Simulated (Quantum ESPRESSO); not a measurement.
## Cu under changes of volume

One of the cells (11.859 Å³/atom); the others are scaled copies at fixed shape and fractional positions:

```
Cu
1.0
     0.00000    1.81000    1.81000
     1.81000    0.00000    1.81000
     1.81000    1.81000    0.00000
Cu
1
Direct
  0.00000 0.00000 0.00000
```

The cell was built by a generator and needn't be a form met in nature.

| Property | Result |
| --- | --- |
| Program | Quantum ESPRESSO 7.5 |
| Functional | PBEsol |
| Potentials or basis | GBRV 1.5 PBEsol |
| Cutoff | 762 eV |
| Density cutoff | 6095 eV |
| k mesh | 20 × 20 × 20 |
| Occupations | methfessel-paxton, width 0.2 eV |
| Spin | no spin polarisation |

| volume (Å³/atom) | energy over the lowest point (meV/atom) | pressure (GPa) |
| --- | --- | --- |
| 11.148 | 2.01 | 2.7 |
| 11.385 | 0.00 | -1.0 |
| 11.622 | 3.08 | -4.2 |
| 11.859 | 10.66 | -7.1 |
| 12.097 | ? | ? |
| 12.334 | 37.23 | -11.7 |
| 12.571 | 55.31 | -13.7 |

Q: What does the run at 12.097 Å³/atom give?

A: Energy over the lowest point 22.21 meV/atom; pressure -9.5 GPa.

Worked out: A Birch-Murnaghan fit of order 3 (a polynomial in V^(-2/3)) to the other rows has its minimum at 11.36 Å³/atom with B0 = V·E''(V) = 167 GPa and B' = 5.1. It gives 22.23 meV/atom at 12.097 Å³/atom, against the run's 22.21, and -dE/dV = -9.0 GPa, against -9.5.

Energies are extrapolated to zero smearing.
